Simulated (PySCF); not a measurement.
# C2H5F3SSi: the cost of one run

Programs: PySCF 2.14.0, with density-fitted response routines of our own. Each step states its level of theory. These are calculated values for one molecule in the gas phase, unless marked as measured. Atoms count from 0, in the outputs and in this text.

### Step 1. The molecule as given

12 atoms, charge 0, multiplicity 1; geometry from: GFN2-xTB. The atoms were then displaced at random by about 0.01 Å, so the start is not that level's minimum.

Bonds of the start (Å): F0–Si1 1.62, Si1–S2 2.17, S2–C3 1.78, C3–C4 1.52, C4–F5 1.37, C4–F6 1.35, Si1–H7 1.45, Si1–H8 1.46, C3–H9 1.11, C3–H10 1.08, C4–H11 1.10.

### Step 2. Relaxing the molecule at PBE0-D3(BJ)/def2-SVP

Job settings and geometry (Å):

```
{"job": {"xc": "PBE0", "basis": "def2-SVP", "d3": "d3bj", "grid": 1, "shake": 0.01, "kind": "geom"}, "charge": 0, "multiplicity": 1}
F      3.417310     0.048670    -0.716180
Si     1.976550     0.281870    -0.005730
S      0.569930    -0.806920    -1.240390
C     -0.943340     0.003300    -0.774640
C     -1.429970    -0.415130     0.606030
F     -0.656560     0.178340     1.566740
F     -2.678330     0.024730     0.849030
H      1.684890     1.701690    -0.113990
H      2.101450    -0.298970     1.329090
H     -1.724810    -0.332660    -1.482710
H     -0.880650     1.081600    -0.812160
H     -1.396780    -1.494790     0.785870
```

Launch:

```
$ OMP_NUM_THREADS=1 python probes_run.py task.json out
```

This one command runs all jobs of the session in turn.

Q: Estimate the wall time and peak memory of this first job on 1 thread of Arm Neoverse V2, shared host.

About 44 s, with a peak of 0.55 GiB.
